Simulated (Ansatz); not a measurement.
# C2H7FGeOS: one species, many methods

How much do the methods differ for C2H7FGeOS? The plan is to run it at one geometry with functionals of several rungs and with coupled cluster, and see how far each lands from CCSD(T) at the basis-set limit for the atomisation energy.

The runs use Ansatz 0.2.0, Gaussian basis; functionals in def2-TZVPP, the program's frozen cores in correlated methods.

The runs, in order: PBE-D4, r2SCAN-D4, PBE0-D4, B3LYP-D4, ωB97X-V, ωB97M-V, B2PLYP; CCSD(T)/def2-TZVPP; MP2/def2-QZVPP; extrapolation to the limit.

## (1) The geometry

An earlier PBE0-D4 in a triple-zeta def2 set relaxation fixed the geometry.

13 atoms, charge 0, spin multiplicity 1.

Atoms are counted from 1 here; the program's logs count them from 0.

Bond lengths: C1–O2 1.413 Å, C1–H7 1.096 Å, C1–H8 1.092 Å, C1–H9 1.095 Å, O2–Ge3 1.757 Å, Ge3–C4 1.922 Å, Ge3–F5 1.744 Å, Ge3–S6 2.215 Å, C4–H10 1.090 Å, C4–H11 1.089 Å, C4–H12 1.090 Å, S6–H13 1.344 Å. Angles: O2–C1–H7 111.8°, O2–C1–H8 107.7°, O2–C1–H9 111.4°, H7–C1–H8 108.5°, H7–C1–H9 108.8°, H8–C1–H9 108.6°, C1–O2–Ge3 121.1°, O2–Ge3–C4 107.6°, O2–Ge3–F5 106.7°, O2–Ge3–S6 111.9°, C4–Ge3–F5 110.3°, C4–Ge3–S6 116.3°, F5–Ge3–S6 103.7°, Ge3–C4–H10 109.7°, Ge3–C4–H11 109.6°, Ge3–C4–H12 108.9°, H10–C4–H11 109.4°, H10–C4–H12 109.3° and more.

As a file:

```mol
C2H7FGeOS
  3D, bonds by distance, orders not assigned

 13 12  0  0  0  0  0  0  0  0999 V2000
   -1.9672   -1.0026    0.1242 C   0  0
   -1.1640    0.1451    0.3072 O   0  0
    0.5681    0.0975    0.0135 Ge  0  0
    1.2589    1.8639    0.3214 C   0  0
    1.2413   -1.0246    1.1660 F   0  0
    1.0473   -0.8144   -1.9480 S   0  0
   -1.8039   -1.4609   -0.8578 H   0  0
   -3.0112   -0.6908    0.1922 H   0  0
   -1.7746   -1.7518    0.8990 H   0  0
    0.9117    2.5358   -0.4636 H   0  0
    2.3478    1.8366    0.3188 H   0  0
    0.8997    2.2208    1.2866 H   0  0
    1.4462   -1.9546   -1.3596 H   0  0
  1  2  8  0
  2  3  8  0
  3  4  8  0
  3  5  8  0
  3  6  8  0
  1  7  8  0
  1  8  8  0
  1  9  8  0
  4 10  8  0
  4 11  8  0
  4 12  8  0
  6 13  8  0
M  END
```

## (2) PBE-D4 (GGA)

in.yaml

```yaml
crystal:
  periodic: [false, false, false]
  atoms:
    - {symbol: C, position_ang: [-1.967249, -1.002555, 0.124197]}
    - {symbol: O, position_ang: [-1.163998, 0.145097, 0.307212]}
    - {symbol: Ge, position_ang: [0.568082, 0.097455, 0.013457]}
    - {symbol: C, position_ang: [1.258893, 1.863887, 0.321444]}
    - {symbol: F, position_ang: [1.241308, -1.024628, 1.165992]}
    - {symbol: S, position_ang: [1.047288, -0.814402, -1.947953]}
    - {symbol: H, position_ang: [-1.803934, -1.460895, -0.857794]}
    - {symbol: H, position_ang: [-3.011178, -0.690768, 0.192208]}
    - {symbol: H, position_ang: [-1.774599, -1.751799, 0.899009]}
    - {symbol: H, position_ang: [0.911676, 2.535765, -0.463596]}
    - {symbol: H, position_ang: [2.347791, 1.836618, 0.318789]}
    - {symbol: H, position_ang: [0.899672, 2.220810, 1.286587]}
    - {symbol: H, position_ang: [1.446239, -1.954606, -1.359552]}
basis:
  gaussian: {orbitals: def2-TZVPP}
hamiltonian: {xc: pbe, dispersion: d4}
output: {forces: true, orbitals: {seedname: orbitals}}
```

On the command line:

```bash
> ansatz run in.yaml --threads 2 --pin off --events-out ev --progress --plain --max-ram 32768MiB --backend cuda --devices 0, --max-vram 18GiB
```

The runs that follow: r2SCAN-D4 (meta-GGA); PBE0-D4 (hybrid); B3LYP-D4 (hybrid); ωB97X-V (range-separated); ωB97M-V (range-separated); B2PLYP (double hybrid); CCSD(T) in def2-TZVPP; MP2 in def2-QZVPP.

Before running them: what should the planned runs give, taken together? Wanted: atomisation energy, CCSD(T)/CBS; farthest; mean size of error, hybrid; mean size of error, range-separated; gap, smallest and largest; T1 diagnostic; triples share of the correlation energy.

The runs gave:

| quantity | value |
| --- | --- |
| atomisation energy, CCSD(T)/CBS | 1137.6 kcal/mol |
| functionals within 11.4 kcal/mol (1.0 %) | r2SCAN-D4, PBE0-D4, B3LYP-D4, ωB97X-V, ωB97M-V |
| farthest | B2PLYP (-17.8 kcal/mol) |
| mean size of error, hybrid | 7.9 kcal/mol |
| mean size of error, range-separated | 1.9 kcal/mol |
| gap, smallest and largest | 5.53 eV (PBE-D4), 12.43 eV (ωB97X-V) |
| T1 diagnostic | 0.0116 |
| triples share of the correlation energy | 3.7 % |

What this shows: PBE-D4 is off by +15.1 kcal/mol. Double hybrids carry the basis error of their MP2 part in triple zeta, and no dispersion term here, so their miss is partly the set-up's. Misses under about 11.4 kcal/mol are within the doubt on the reference itself, which lacks core-valence correlation, relativity and higher excitations, and its outer-core shells are covered unevenly. Hartree-Fock recovers 72 % of the binding; the rest is correlation. The gap grows from 5.5 to 12.4 eV across the functionals, mostly with the share of exact exchange. Correlated methods include outer-core shells of Ge, which these sets cover unevenly.
